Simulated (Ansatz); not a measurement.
**C2H5GaO: basis-set convergence**

An exercise on one series of results from a longer session: the logs are not shown, and one member is left open.

Computed with Ansatz 0.2.0, Gaussian basis. Level: one geometry, several basis sets.

Levels to be run: PBE0-D4/def2-SVP; ωB97M-V/def2-SVP; PBE0-D4/def2-QZVPP; ωB97M-V/def2-QZVPP; the functionals' def2-TZVPP values are taken from earlier runs.

**Structure used throughout**

All runs share one geometry, relaxed beforehand with PBE0-D4 in a triple-zeta def2 set.

9 atoms, charge 0, spin multiplicity 1.

Atoms are counted from 1 here; the program's logs count them from 0.

Bond lengths: C1–C2 1.515 Å, C1–O4 1.392 Å, C1–H5 1.099 Å, C1–H6 1.099 Å, C2–H7 1.093 Å, C2–H8 1.094 Å, C2–H9 1.093 Å, Ga3–O4 1.787 Å. Angles: C2–C1–O4 112.4°, C2–C1–H5 109.6°, C2–C1–H6 109.6°, O4–C1–H5 109.2°, O4–C1–H6 109.2°, H5–C1–H6 106.7°, C1–C2–H7 110.6°, C1–C2–H8 110.7°, C1–C2–H9 110.6°, H7–C2–H8 108.3°, H7–C2–H9 108.3°, H8–C2–H9 108.3°, C1–O4–Ga3 162.9°.

Set-up of the first run:

Input file in.yaml:

```yaml
crystal:
  periodic: [false, false, false]
  atoms:
    - {symbol: C, position_ang: [-0.280077, 0.515886, -0.344170]}
    - {symbol: C, position_ang: [0.084867, -0.953883, -0.307128]}
    - {symbol: Ga, position_ang: [0.813143, 1.573368, 2.408358]}
    - {symbol: O, position_ang: [0.120003, 1.190448, 0.806129]}
    - {symbol: H, position_ang: [0.183775, 0.988417, -1.220798]}
    - {symbol: H, position_ang: [-1.366596, 0.622397, -0.466802]}
    - {symbol: H, position_ang: [1.166611, -1.079024, -0.214402]}
    - {symbol: H, position_ang: [-0.241077, -1.456954, -1.221740]}
    - {symbol: H, position_ang: [-0.392247, -1.446955, 0.543553]}
basis:
  gaussian: {orbitals: def2-SVP}
hamiltonian: {xc: pbe0, dispersion: d4}
output: {orbitals: {seedname: orbitals}}
```

Command:

```sh
> ansatz run in.yaml --threads 2 --pin off --events-out ev --progress --plain --max-ram 4352MiB
```

Steps of the session up to this table: PBE0-D4 in def2-SVP; ωB97M-V in def2-SVP; PBE0-D4 in def2-QZVPP; ωB97M-V in def2-QZVPP.

One of the session's tables, all rows but one given; the rest of the session is left out.

It belongs to the step «Functionals by basis». 

| functional | basis | HOMO (eV) |
| --- | --- | --- |
| PBE0-D4 | def2-SVP | -7.11 |
| PBE0-D4 | def2-TZVPP | -7.16 |
| PBE0-D4 | def2-QZVPP | -7.18 |
| ωB97M-V | def2-SVP | ? |
| ωB97M-V | def2-TZVPP | -9.37 |
| ωB97M-V | def2-QZVPP | -9.40 |

Q: Estimate the row for ωB97M-V, def2-SVP from the others.

The run gave: HOMO (eV): -9.31. In the column «HOMO (eV)» it lies between ωB97M-V, def2-TZVPP (-9.37) and PBE0-D4, def2-QZVPP (-7.18).
